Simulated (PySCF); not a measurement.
# CrH6S6 (-2): ligand-field states

Aim: compute the ligand-field states of CrH6S6 (-2).

Programs: PySCF 2.14.0, with routines of our own; each step states its level. All values are computed. Atoms count from 0.

### Step 1. The starting structure

13 atoms, charge -2, states of the metal's open shell are computed; geometry from: model geometry, bond lengths from ionic radii.

### Step 2. Ligand-field states: state-averaged CASSCF in water

Job settings and geometry (Å):

```
{"job": {"kind": "lf", "basis": {"metal": "x2c-TZVPall", "ligand": "x2c-SVPall"}, "nevpt": true, "solvent": "water"}, "charge": -2, "metal": "Cr", "open_shell": "d2"}
Cr     0.000000     0.000000     0.000000
S      0.000000     0.000000     2.290000
H      1.320000     0.000000     2.540000
S      0.000000     0.000000    -2.290000
H     -1.320000     0.000000    -2.540000
S      2.290000     0.000000     0.000000
H      2.540000     1.320000     0.000000
S     -2.290000     0.000000     0.000000
H     -2.540000    -1.320000     0.000000
S      0.000000     2.290000     0.000000
H      0.000000     2.540000     1.320000
S     -0.000000    -2.290000     0.000000
H     -0.000000    -2.540000    -1.320000
```

Method: state-averaged CASSCF of the metal d shell, SC-NEVPT2 on the averaged canonical orbitals, state-interaction spin-orbit coupling.

On the command line:

```bash
> OMP_NUM_THREADS=1 python lf_run.py task.json out
```

The driver reads the jobs from task.json and runs them one after another.

The log of the run:

```text
basis functions 186, electrons 128, active (2e, 5o)
stage 1: DIIS on the effective Fock matrix, level shift 0.30
cycle   1  E = -3442.4157329803  dE = -3.442e+03  max|g| = 1.183e+00
cycle   2  E = -3441.8166854938  dE =  5.990e-01  max|g| = 9.771e-01
cycle   3  E = -3443.4323807271  dE = -1.616e+00  max|g| = 9.875e-01
cycle   4  E = -3440.7523032112  dE =  2.680e+00  max|g| = 1.831e+00
cycle   5  E = -3436.1196588337  dE =  4.633e+00  max|g| = 2.892e+00
cycle   6  E = -3432.7756026855  dE =  3.344e+00  max|g| = 3.510e+00
cycle   7  E = -3432.3091016443  dE =  4.665e-01  max|g| = 3.528e+00
cycle   8  E = -3432.6159436162  dE = -3.068e-01  max|g| = 3.442e+00
cycle   9  E = -3433.0405234668  dE = -4.246e-01  max|g| = 3.298e+00
cycle  10  E = -3433.2199208510  dE = -1.794e-01  max|g| = 3.288e+00
cycle  11  E = -3433.2748292578  dE = -5.491e-02  max|g| = 3.262e+00
cycle  12  E = -3434.1501508655  dE = -8.753e-01  max|g| = 2.593e+00
cycle  13  E = -3435.2024214943  dE = -1.052e+00  max|g| = 2.210e+00
cycle  14  E = -3443.1675148472  dE = -7.965e+00  max|g| = 8.834e-01
cycle  15  E = -3442.9842269265  dE =  1.833e-01  max|g| = 8.676e-01
stage 2: quasi-Newton rotations from the point of smallest gradient
cycle  17  E = -3443.6745867804  dE = -6.904e-01  max|g| = 2.635e-01
cycle  18  E = -3443.8756707249  dE = -2.011e-01  max|g| = 1.917e-01
cycle  19  E = -3444.0090539586  dE = -1.334e-01  max|g| = 1.057e-01
cycle  20  E = -3444.0093246039  dE = -2.706e-04  max|g| = 2.397e-01
cycle  23  E = -3444.0614340090  dE = -5.211e-02  max|g| = 6.767e-02
cycle  24  E = -3444.0707518772  dE = -9.318e-03  max|g| = 2.640e-02
cycle  25  E = -3444.0728538648  dE = -2.102e-03  max|g| = 1.081e-02
cycle  26  E = -3444.0732807042  dE = -4.268e-04  max|g| = 3.903e-03
cycle  27  E = -3444.0733872901  dE = -1.066e-04  max|g| = 2.174e-03
cycle  28  E = -3444.0734115276  dE = -2.424e-05  max|g| = 1.260e-03
cycle  29  E = -3444.0734177402  dE = -6.213e-06  max|g| = 4.223e-04
cycle  30  E = -3444.0734189474  dE = -1.207e-06  max|g| = 1.735e-04
cycle  31  E = -3444.0734192091  dE = -2.617e-07  max|g| = 8.982e-05
cycle  32  E = -3444.0734192790  dE = -6.996e-08  max|g| = 6.446e-05
cycle  33  E = -3444.0734192969  dE = -1.788e-08  max|g| = 3.358e-05
cycle  34  E = -3444.0734193006  dE = -3.648e-09  max|g| = 1.122e-05
cycle  35  E = -3444.0734193013  dE = -7.713e-10  max|g| = 4.469e-06
converged average energy = -3444.0734193013

 mult deg   label        CASSCF/cm-1   NEVPT2/cm-1
   3   2   3Eg                 0.0           0.0
   3   1   3Ag                -9.0          61.8
   1   2   1Eg             13322.0       11255.5
   1   2   1Eg             13836.0       11324.1
   1   1   1Ag             13490.2       11329.9
   1   1   1Ag             30647.4       25295.6
   3   1   3Ag             20887.7       29800.1
   3   2   3Eg             20997.7       29891.9
   3   1   3Ag             30979.5       35927.3
   3   2   3Eg             31243.1       36105.4
   1   1   1Ag             32751.3       39022.3
   1   2   1Eg             32800.9       39077.8
   1   1   1Ag             35830.1       41589.4
   1   2   1Eg             35953.0       41720.5
   3   1   3Ag             47491.3       57320.9
   1   2   1Eg             58317.0       63714.5
   1   1   1Ag             71682.9       69378.9

spin-orbit levels / cm-1
      0.00  x1  3Eg 1.00
      0.03  x1  3Eg 1.00
     32.72  x1  3Eg 0.60 3Ag 0.40
     32.75  x1  3Eg 0.60 3Ag 0.40
     48.51  x1  3Ag 0.61 3Eg 0.39
    317.01  x1  3Eg 1.00
    345.05  x2  3Ag 0.60 3Eg 0.40
    485.45  x1  3Eg 0.61 3Ag 0.39
  11415.57  x2  1Eg 1.00
  11487.97  x2  1Eg 1.00
  11489.99  x1  1Ag 1.00
  25456.32  x1  1Ag 1.00
  29890.51  x1  3Ag 0.58 3Eg 0.42
  29933.83  x2  3Ag 0.81 3Eg 0.19
  29990.31  x1  3Eg 1.00
  30060.29  x1  3Eg 0.58 3Ag 0.42
  30083.17  x2  3Eg 0.81 3Ag 0.19
  30118.71  x2  3Eg 1.00
  35997.79  x1  3Ag 0.67 3Eg 0.33
  36052.89  x2  3Ag 0.85 3Eg 0.15
  36177.42  x1  3Eg 1.00
  36263.08  x1  3Eg 0.67 3Ag 0.33
  36305.94  x1  3Eg 0.85 3Ag 0.15
  36305.95  x1  3Eg 0.85 3Ag 0.15
  36356.86  x1  3Eg 1.00
  36356.88  x1  3Eg 1.00
  39193.30  x1  1Ag 1.00
  39248.49  x2  1Eg 1.00
  41755.44  x1  1Ag 1.00
  41886.56  x2  1Eg 1.00
```

Wall time 33 s (1 thread of Arm Neoverse V1, shared host); peak memory 0.52 GiB.

Warnings kept with the result: strongly covalent, metal-shell active space is small for this complex.

In short:

| quantity | value |
| --- | --- |
| spin-orbit constant ζ | 219 cm⁻¹ |

Powder susceptibility:

| T (K) | χT (cm³ K/mol) | μ(eff) |
| --- | --- | --- |
| 2 | 0.102 | 0.90 |
| 5 | 0.120 | 0.98 |
| 10 | 0.149 | 1.09 |
| 20 | 0.195 | 1.25 |
| 30 | 0.229 | 1.35 |
| 50 | 0.285 | 1.51 |
| 75 | 0.353 | 1.68 |
| 100 | 0.419 | 1.83 |
| 150 | 0.543 | 2.08 |
| 200 | 0.651 | 2.28 |
| 250 | 0.740 | 2.43 |
| 300 | 0.812 | 2.55 |

### Step 3. Ligand-field states: state-averaged CASSCF (axial bond length × 0.9) in water

Job settings and geometry (Å):

```
{"job": {"kind": "lf", "basis": {"metal": "x2c-TZVPall", "ligand": "x2c-SVPall"}, "nevpt": true, "solvent": "water", "reuse": true}, "charge": -2, "metal": "Cr", "open_shell": "d2"}
Cr     0.000000     0.000000     0.000000
S      0.000000     0.000000     2.061000
H      1.320000     0.000000     2.311000
S      0.000000     0.000000    -2.061000
H     -1.320000     0.000000    -2.311000
S      2.290000     0.000000     0.000000
H      2.540000     1.320000     0.000000
S     -2.290000     0.000000     0.000000
H     -2.540000    -1.320000     0.000000
S      0.000000     2.290000     0.000000
H      0.000000     2.540000     1.320000
S     -0.000000    -2.290000     0.000000
H     -0.000000    -2.540000    -1.320000
```

Level: state-averaged CASSCF of the metal d shell, SC-NEVPT2 on the averaged canonical orbitals, state-interaction spin-orbit coupling.

The log of the run:

```text
basis functions 186, electrons 128, active (2e, 5o)
start from the orbitals of the previous structure
stage 1: DIIS on the effective Fock matrix, level shift 0.30
cycle   1  E = -3439.7057736929  dE = -3.440e+03  max|g| = 4.264e+00
cycle   2  E = -3442.5710661330  dE = -2.865e+00  max|g| = 1.289e+00
cycle   3  E = -3442.2194558314  dE =  3.516e-01  max|g| = 1.597e+00
cycle   4  E = -3443.8344089449  dE = -1.615e+00  max|g| = 3.192e-01
cycle   5  E = -3443.9525957693  dE = -1.182e-01  max|g| = 1.898e-01
cycle   6  E = -3443.2021149782  dE =  7.505e-01  max|g| = 1.156e+00
cycle   7  E = -3441.3941434985  dE =  1.808e+00  max|g| = 2.298e+00
cycle   8  E = -3439.7608159035  dE =  1.633e+00  max|g| = 2.338e+00
cycle   9  E = -3438.8111823610  dE =  9.496e-01  max|g| = 2.895e+00
cycle  10  E = -3438.2916643036  dE =  5.195e-01  max|g| = 3.100e+00
cycle  11  E = -3438.1543530616  dE =  1.373e-01  max|g| = 3.219e+00
cycle  12  E = -3438.3566689778  dE = -2.023e-01  max|g| = 3.195e+00
cycle  13  E = -3438.5343084245  dE = -1.776e-01  max|g| = 3.123e+00
cycle  14  E = -3438.6043635270  dE = -7.006e-02  max|g| = 3.080e+00
cycle  15  E = -3438.9600739166  dE = -3.557e-01  max|g| = 2.945e+00
stage 2: quasi-Newton rotations from the point of smallest gradient
cycle  18  E = -3443.9844483010  dE = -3.185e-02  max|g| = 2.941e-02
cycle  19  E = -3443.9911057223  dE = -6.657e-03  max|g| = 9.471e-03
cycle  20  E = -3443.9915979584  dE = -4.922e-04  max|g| = 1.965e-03
cycle  21  E = -3443.9916489872  dE = -5.103e-05  max|g| = 1.070e-03
cycle  22  E = -3443.9916580355  dE = -9.048e-06  max|g| = 4.807e-04
cycle  23  E = -3443.9916597567  dE = -1.721e-06  max|g| = 1.649e-04
cycle  24  E = -3443.9916599795  dE = -2.228e-07  max|g| = 5.612e-05
cycle  25  E = -3443.9916600075  dE = -2.801e-08  max|g| = 2.045e-05
cycle  26  E = -3443.9916600110  dE = -3.516e-09  max|g| = 8.769e-06
converged average energy = -3443.9916600110

 mult deg   label        CASSCF/cm-1   NEVPT2/cm-1
   3   1   3Ag                 0.0           0.0
   3   1   3Ag              3088.8        6385.9
   3   1   3Ag              3798.7        7709.1
   1   1   1Ag             13228.2       10580.6
   1   1   1Ag             12989.8       10847.1
   1   1   1Ag             15748.0       16757.7
   1   1   1Ag             16170.8       18237.0
   1   1   1Ag             17481.8       18237.5
   3   1   3Ag             20897.0       30317.1
   1   1   1Ag             32170.5       30907.1
   3   1   3Ag             25431.1       37144.0
   3   1   3Ag             29816.5       38376.3
   3   1   3Ag             30557.0       38651.4
   1   1   1Ag             32066.5       38973.5
   3   1   3Ag             37767.7       42870.4
   1   1   1Ag             35023.9       42992.2
   1   1   1Ag             36069.2       45620.1
   1   1   1Ag             41003.5       48182.9
   1   1   1Ag             43073.7       48571.8
   3   1   3Ag             43006.4       49852.4
   1   1   1Ag             48291.0       55345.9
   3   1   3Ag             54934.3       66648.3
   1   1   1Ag             60286.1       68969.2
   1   1   1Ag             65494.1       73401.9
   1   1   1Ag             84122.8       82721.4

spin-orbit levels / cm-1
      0.00  x1  3Ag 1.00
      5.02  x1  3Ag 1.00
      5.49  x1  3Ag 1.00
   6373.64  x1  3Ag 0.99
   6377.03  x1  3Ag 0.99
   6397.24  x1  3Ag 1.00
   7719.62  x1  3Ag 1.00
   7728.66  x1  3Ag 0.99
   7729.72  x1  3Ag 0.99
  10602.39  x1  1Ag 1.00
  10860.76  x1  1Ag 1.00
  16767.68  x1  1Ag 1.00
  18245.15  x1  1Ag 1.00
  18248.58  x1  1Ag 1.00
  30327.32  x1  3Ag 1.00
  30328.51  x1  3Ag 1.00
  30329.32  x1  3Ag 1.00
  30917.95  x1  1Ag 1.00
  37146.75  x1  3Ag 0.99
  37150.37  x1  3Ag 0.99
  37155.51  x1  3Ag 1.00
  38379.07  x1  3Ag 0.97
  38384.94  x1  3Ag 1.00
  38391.84  x1  3Ag 0.99
  38645.52  x1  3Ag 0.95 1Ag 0.05
  38662.71  x1  3Ag 1.00
  38665.49  x1  3Ag 1.00
  39021.05  x1  1Ag 0.93 3Ag 0.05
  42874.30  x1  3Ag 0.97
  42882.85  x1  3Ag 1.00
```

Wall time 23 s (1 thread of Arm Neoverse V1, shared host); peak memory 0.52 GiB.

Warnings kept with the result: strongly covalent, metal-shell active space is small for this complex.

Key values:

| quantity | value |
| --- | --- |
| spin-orbit constant ζ | 212 cm⁻¹ |

Powder susceptibility:

| T (K) | χT (cm³ K/mol) | μ(eff) |
| --- | --- | --- |
| 2 | 0.488 | 1.98 |
| 20 | 0.953 | 2.76 |
| 100 | 0.968 | 2.78 |
| 300 | 0.984 | 2.81 |

### Step 4. Ligand-field states: state-averaged CASSCF (axial bond length × 0.95) in water

The job, as its differences from that of step 3:

```diff
@@ -2,6 +2,6 @@
 Cr     0.000000     0.000000     0.000000
-S      0.000000     0.000000     2.061000
-H      1.320000     0.000000     2.311000
-S      0.000000     0.000000    -2.061000
-H     -1.320000     0.000000    -2.311000
+S      0.000000     0.000000     2.175500
+H      1.320000     0.000000     2.425500
+S      0.000000     0.000000    -2.175500
+H     -1.320000     0.000000    -2.425500
 S      2.290000     0.000000     0.000000
```

Method: state-averaged CASSCF of the metal d shell, SC-NEVPT2 on the averaged canonical orbitals, state-interaction spin-orbit coupling.

The log of the run:

```text
basis functions 186, electrons 128, active (2e, 5o)
start from the orbitals of the previous structure
stage 1: DIIS on the effective Fock matrix, level shift 0.30
cycle   1  E = -3442.3028686450  dE = -3.442e+03  max|g| = 4.520e+00
cycle   2  E = -3443.9514874474  dE = -1.649e+00  max|g| = 2.948e-01
cycle   3  E = -3443.9496935040  dE =  1.794e-03  max|g| = 3.349e-01
cycle   4  E = -3443.7782740774  dE =  1.714e-01  max|g| = 6.564e-01
cycle   5  E = -3442.8534953649  dE =  9.248e-01  max|g| = 1.292e+00
cycle   6  E = -3439.7815547419  dE =  3.072e+00  max|g| = 2.822e+00
cycle   7  E = -3437.8608921215  dE =  1.921e+00  max|g| = 2.707e+00
cycle   8  E = -3437.6898245313  dE =  1.711e-01  max|g| = 3.364e+00
cycle   9  E = -3437.8640330057  dE = -1.742e-01  max|g| = 3.460e+00
cycle  10  E = -3438.0337283063  dE = -1.697e-01  max|g| = 3.453e+00
cycle  11  E = -3438.0642112638  dE = -3.048e-02  max|g| = 3.534e+00
cycle  12  E = -3438.0210868658  dE =  4.312e-02  max|g| = 3.488e+00
cycle  13  E = -3437.9105224420  dE =  1.106e-01  max|g| = 3.411e+00
cycle  14  E = -3437.6540783964  dE =  2.564e-01  max|g| = 3.025e+00
cycle  15  E = -3440.0323410871  dE = -2.378e+00  max|g| = 2.733e+00
stage 2: quasi-Newton rotations from the point of smallest gradient
cycle  17  E = -3444.0035270857  dE = -5.204e-02  max|g| = 2.357e-01
cycle  18  E = -3444.0359287216  dE = -3.240e-02  max|g| = 1.116e-01
cycle  19  E = -3444.0436443197  dE = -7.716e-03  max|g| = 8.010e-03
cycle  20  E = -3444.0437735137  dE = -1.292e-04  max|g| = 3.524e-03
cycle  21  E = -3444.0438021973  dE = -2.868e-05  max|g| = 2.138e-03
cycle  22  E = -3444.0438130632  dE = -1.087e-05  max|g| = 8.771e-04
cycle  23  E = -3444.0438146368  dE = -1.574e-06  max|g| = 2.642e-04
cycle  24  E = -3444.0438148888  dE = -2.520e-07  max|g| = 8.471e-05
cycle  25  E = -3444.0438149139  dE = -2.514e-08  max|g| = 3.222e-05
cycle  26  E = -3444.0438149186  dE = -4.709e-09  max|g| = 1.827e-05
cycle  27  E = -3444.0438149195  dE = -8.663e-10  max|g| = 9.400e-06
converged average energy = -3444.0438149195

 mult deg   label        CASSCF/cm-1   NEVPT2/cm-1
   3   1   3Ag                 0.0           0.0
   3   1   3Ag              1278.1        2700.3
   3   1   3Ag              1544.2        3232.6
   1   1   1Ag             13582.0       11076.7
   1   1   1Ag             13212.5       11107.1
   1   1   1Ag             14401.6       13633.3
   1   1   1Ag             14530.8       14158.7
   1   1   1Ag             15380.5       14721.2
   1   1   1Ag             31194.6       27014.9
   3   1   3Ag             21156.1       30286.1
   3   1   3Ag             23013.1       33080.1
   3   1   3Ag             25280.0       34540.0
   3   1   3Ag             30621.6       36478.2
   3   1   3Ag             34125.6       39156.5
   1   1   1Ag             32717.1       39441.3
   1   1   1Ag             34259.6       41919.8
   1   1   1Ag             35336.2       42120.1
   3   1   3Ag             36304.9       42186.3
   1   1   1Ag             36736.9       43468.8
   1   1   1Ag             39140.6       44851.1
   1   1   1Ag             41402.4       47872.3
   3   1   3Ag             51012.5       61718.5
   1   1   1Ag             60237.6       66871.9
   1   1   1Ag             61747.7       68330.5
   1   1   1Ag             76530.1       75292.0

spin-orbit levels / cm-1
      0.00  x1  3Ag 0.99
      9.31  x1  3Ag 1.00
      9.82  x1  3Ag 1.00
   2678.01  x1  3Ag 0.93 3Ag 0.07
   2678.90  x1  3Ag 0.93 3Ag 0.07
   2725.54  x1  3Ag 1.00
   3257.05  x1  3Ag 1.00
   3288.00  x1  3Ag 0.94 3Ag 0.06
   3295.45  x1  3Ag 0.93 3Ag 0.07
  11100.40  x1  1Ag 1.00
  11126.44  x1  1Ag 1.00
  13651.92  x1  1Ag 1.00
  14176.57  x1  1Ag 1.00
  14742.24  x1  1Ag 1.00
  27034.08  x1  1Ag 1.00
  30304.31  x1  3Ag 1.00
  30305.25  x1  3Ag 1.00
  30306.36  x1  3Ag 1.00
  33097.60  x1  3Ag 1.00
  33099.95  x1  3Ag 1.00
  33102.40  x1  3Ag 1.00
  34559.56  x1  3Ag 1.00
  34561.22  x1  3Ag 1.00
  34561.32  x1  3Ag 1.00
  36495.93  x1  3Ag 1.00
  36496.83  x1  3Ag 1.00
  36500.52  x1  3Ag 1.00
  39170.94  x1  3Ag 1.00
  39177.98  x1  3Ag 1.00
  39178.46  x1  3Ag 1.00
```

It took 24 s on 1 thread of Arm Neoverse V1, shared host; peak memory 0.52 GiB.

Warnings kept with the result: strongly covalent, metal-shell active space is small for this complex.

In short:

| quantity | value |
| --- | --- |
| spin-orbit constant ζ | 216 cm⁻¹ |

Powder susceptibility:

| T (K) | χT (cm³ K/mol) | μ(eff) |
| --- | --- | --- |
| 2 | 0.256 | 1.43 |
| 20 | 0.885 | 2.66 |
| 100 | 0.930 | 2.73 |
| 300 | 0.964 | 2.78 |

### Step 5. Ligand-field states: state-averaged CASSCF (axial bond length × 1.05) in water

The job, as its differences from that of step 4:

```diff
@@ -2,6 +2,6 @@
 Cr     0.000000     0.000000     0.000000
-S      0.000000     0.000000     2.175500
-H      1.320000     0.000000     2.425500
-S      0.000000     0.000000    -2.175500
-H     -1.320000     0.000000    -2.425500
+S      0.000000     0.000000     2.404500
+H      1.320000     0.000000     2.654500
+S      0.000000     0.000000    -2.404500
+H     -1.320000     0.000000    -2.654500
 S      2.290000     0.000000     0.000000
```

With the program's defaults for keys left out, this is: state-averaged CASSCF of the metal d shell, SC-NEVPT2 on the averaged canonical orbitals, state-interaction spin-orbit coupling.

The log of the run:

```text
basis functions 186, electrons 128, active (2e, 5o)
start from the orbitals of the previous structure
stage 1: DIIS on the effective Fock matrix, level shift 0.30
cycle   1  E = -3441.1300746001  dE = -3.441e+03  max|g| = 5.623e+00
cycle   2  E = -3443.8539706149  dE = -2.724e+00  max|g| = 3.168e-01
cycle   3  E = -3443.8359088383  dE =  1.806e-02  max|g| = 5.091e-01
cycle   4  E = -3443.4634380454  dE =  3.725e-01  max|g| = 7.900e-01
cycle   5  E = -3441.3725973962  dE =  2.091e+00  max|g| = 2.295e+00
cycle   6  E = -3438.0134510891  dE =  3.359e+00  max|g| = 2.701e+00
cycle   7  E = -3436.5608526379  dE =  1.453e+00  max|g| = 3.320e+00
cycle   8  E = -3437.0278140162  dE = -4.670e-01  max|g| = 2.975e+00
cycle   9  E = -3437.4093692209  dE = -3.816e-01  max|g| = 3.351e+00
cycle  10  E = -3437.5125689995  dE = -1.032e-01  max|g| = 3.337e+00
cycle  11  E = -3437.3572345964  dE =  1.553e-01  max|g| = 3.282e+00
cycle  12  E = -3437.2043177671  dE =  1.529e-01  max|g| = 3.273e+00
cycle  13  E = -3437.4204763433  dE = -2.162e-01  max|g| = 2.744e+00
cycle  14  E = -3438.3563887560  dE = -9.359e-01  max|g| = 3.005e+00
cycle  15  E = -3443.9053215454  dE = -5.549e+00  max|g| = 4.313e-01
stage 2: quasi-Newton rotations from the point of smallest gradient
cycle  17  E = -3443.9071816361  dE = -5.321e-02  max|g| = 4.545e-01
cycle  18  E = -3444.0747119527  dE = -1.675e-01  max|g| = 7.149e-02
cycle  19  E = -3444.0867159506  dE = -1.200e-02  max|g| = 3.131e-02
cycle  20  E = -3444.0880258429  dE = -1.310e-03  max|g| = 8.057e-03
cycle  21  E = -3444.0881605886  dE = -1.347e-04  max|g| = 5.559e-03
cycle  22  E = -3444.0882078201  dE = -4.723e-05  max|g| = 2.472e-03
cycle  23  E = -3444.0882201688  dE = -1.235e-05  max|g| = 9.842e-04
cycle  24  E = -3444.0882229788  dE = -2.810e-06  max|g| = 4.817e-04
cycle  25  E = -3444.0882236708  dE = -6.920e-07  max|g| = 1.365e-04
cycle  26  E = -3444.0882237696  dE = -9.881e-08  max|g| = 6.852e-05
cycle  27  E = -3444.0882237885  dE = -1.887e-08  max|g| = 3.926e-05
cycle  28  E = -3444.0882237934  dE = -4.888e-09  max|g| = 2.014e-05
cycle  29  E = -3444.0882237951  dE = -1.673e-09  max|g| = 1.067e-05
cycle  30  E = -3444.0882237956  dE = -5.311e-10  max|g| = 4.520e-06
converged average energy = -3444.0882237956

 mult deg   label        CASSCF/cm-1   NEVPT2/cm-1
   3   1   3Ag                 0.0           0.0
   3   1   3Ag               109.1         280.6
   3   1   3Ag              1019.0        2256.4
   1   1   1Ag             13786.1       11035.7
   1   1   1Ag             13683.5       11259.8
   1   1   1Ag             13559.9       11712.1
   1   1   1Ag             14556.6       13608.8
   1   1   1Ag             15045.3       13667.1
   1   1   1Ag             31181.7       27311.7
   3   1   3Ag             18198.3       27856.4
   3   1   3Ag             19874.9       28875.2
   3   1   3Ag             21083.5       30698.9
   3   1   3Ag             28729.5       34003.7
   3   1   3Ag             30256.7       36271.8
   1   1   1Ag             30900.5       36836.6
   1   1   1Ag             30427.4       37364.7
   3   1   3Ag             32895.8       38020.0
   1   1   1Ag             31807.6       38936.9
   1   1   1Ag             34362.0       40441.9
   1   1   1Ag             36075.1       42796.4
   1   1   1Ag             37606.2       43568.2
   3   1   3Ag             45440.3       55651.6
   1   1   1Ag             55030.9       60676.9
   1   1   1Ag             56306.6       61794.7
   1   1   1Ag             71328.8       68303.3

spin-orbit levels / cm-1
      0.00  x1  3Ag 0.84 3Ag 0.16
      4.89  x1  3Ag 0.83 3Ag 0.17
     67.26  x1  3Ag 1.00
    344.29  x1  3Ag 0.99
    403.96  x1  3Ag 0.83 3Ag 0.15
    429.71  x1  3Ag 0.83 3Ag 0.17
   2342.98  x1  3Ag 1.00
   2346.00  x1  3Ag 0.99
   2353.68  x1  3Ag 0.99
  11117.36  x1  1Ag 1.00
  11339.41  x1  1Ag 1.00
  11789.52  x1  1Ag 1.00
  13685.92  x1  1Ag 1.00
  13748.19  x1  1Ag 1.00
  27388.53  x1  1Ag 1.00
  27931.22  x1  3Ag 0.99
  27933.23  x1  3Ag 0.99
  27937.15  x1  3Ag 1.00
  28955.43  x1  3Ag 1.00
  28960.28  x1  3Ag 0.99
  28960.64  x1  3Ag 0.99
  30778.05  x1  3Ag 1.00
  30779.91  x1  3Ag 1.00
  30780.59  x1  3Ag 1.00
  34080.69  x1  3Ag 1.00
  34083.54  x1  3Ag 1.00
  34084.93  x1  3Ag 1.00
  36329.19  x1  3Ag 0.97
  36344.84  x1  3Ag 0.99
  36350.04  x1  3Ag 1.00
```

Wall time 26 s (1 thread of Arm Neoverse V1, shared host); peak memory 0.53 GiB.

Warnings kept with the result: strongly covalent, metal-shell active space is small for this complex.

From this job:

| quantity | value |
| --- | --- |
| spin-orbit constant ζ | 221 cm⁻¹ |

Powder susceptibility:

| T (K) | χT (cm³ K/mol) | μ(eff) |
| --- | --- | --- |
| 2 | 0.103 | 0.91 |
| 20 | 0.333 | 1.63 |
| 100 | 0.634 | 2.25 |
| 300 | 0.871 | 2.64 |

[end of part 1 of 2]
